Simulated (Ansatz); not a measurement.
Turn this script for Ansatz 0.2.0 through its Python package into the input file that the command-line program reads.

The script, `opt.py`:
```python
import warnings

import ansatz
import numpy as np

GEOMETRY = '''
O    -1.23190    1.72330    0.10740
C    -0.69810    0.81780   -0.40140
B    -0.13910   -0.29930    0.49920
S     0.87360   -1.75150   -0.25570
H    -0.58040    0.75130   -1.49510
H    -0.22540   -0.21890    1.68560
H     2.06260   -1.09080   -0.18570
'''

warnings.simplefilter('ignore', ansatz.DeckWarning)

ch3bos = ansatz.Crystal.molecule()
for line in GEOMETRY.strip().splitlines():
    symbol, *xyz = line.split()
    ch3bos = ch3bos.atom(symbol, [float(v) for v in xyz])

calc = ch3bos.calculation().basis(gaussian='def2-SVP').functional('pbe0', dispersion='d4')
symbols = [site.symbol for site in ch3bos.cartesian_sites]
start = np.array([site.position_ang for site in ch3bos.cartesian_sites], dtype=float)
data = calc.relax(force_tolerance=0.01).run(threads=1).report
end = np.array(data['positions_ang'])

print('reference energy %16.6f eV' % data['reference_energy_ev'])
print('total energy     %16.6f eV' % data['free_energy_ev'])
print('occupied (up, down):', data['n_occupied'], ' virtual:', data['n_virtual'], ' frozen:', data['n_frozen'])

print('bond        before    after (A)')
for i, j in [(0, 1), (1, 2), (1, 4), (2, 3), (2, 5), (3, 6)]:
    d0, d1 = (np.linalg.norm(xyz[i] - xyz[j]) for xyz in (start, end))
    print(f'{symbols[i]}{i}-{symbols[j]}{j}'.ljust(10), f'{d0:8.4f} {d1:8.4f}')
```

```console
$ python opt.py
reference energy    -14629.846807 eV
total energy        -14629.949631 eV
occupied (up, down): [19, 19]  virtual: [56, 56]  frozen: 0
bond        before    after (A)
O0-C1        1.1678   1.2103
C1-B2        1.5400   1.5991
C1-H4        1.1020   1.1266
B2-S3        1.9247   1.7720
B2-H5        1.1922   1.2025
S3-H6        1.3620   1.3509
```

`input.yaml`:
```yaml
crystal:
  periodic: [false, false, false]
  atoms:
    - { symbol: O, position_ang: [-1.2319, 1.7233, 0.1074] }
    - { symbol: C, position_ang: [-0.6981, 0.8178, -0.4014] }
    - { symbol: B, position_ang: [-0.1391, -0.2993, 0.4992] }
    - { symbol: S, position_ang: [0.8736, -1.7515, -0.2557] }
    - { symbol: H, position_ang: [-0.5804, 0.7513, -1.4951] }
    - { symbol: H, position_ang: [-0.2254, -0.2189, 1.6856] }
    - { symbol: H, position_ang: [2.0626, -1.0908, -0.1857] }
basis:
  gaussian:
    orbitals: def2-SVP
hamiltonian:
  xc: pbe0
  dispersion: d4
relax:
  f_tol: 0.01
```

The settings weren't tested for convergence. The end point is the stationary point reached from this start; no frequency run checks that it is a minimum, and the basis set is modest. Total less reference energy is the dispersion correction. Timing: 39 s on 1 thread of Arm Neoverse V1 (shared host), peak memory 0.24 GiB.

(Lines on the test bed's own set-up are left out of the output.)
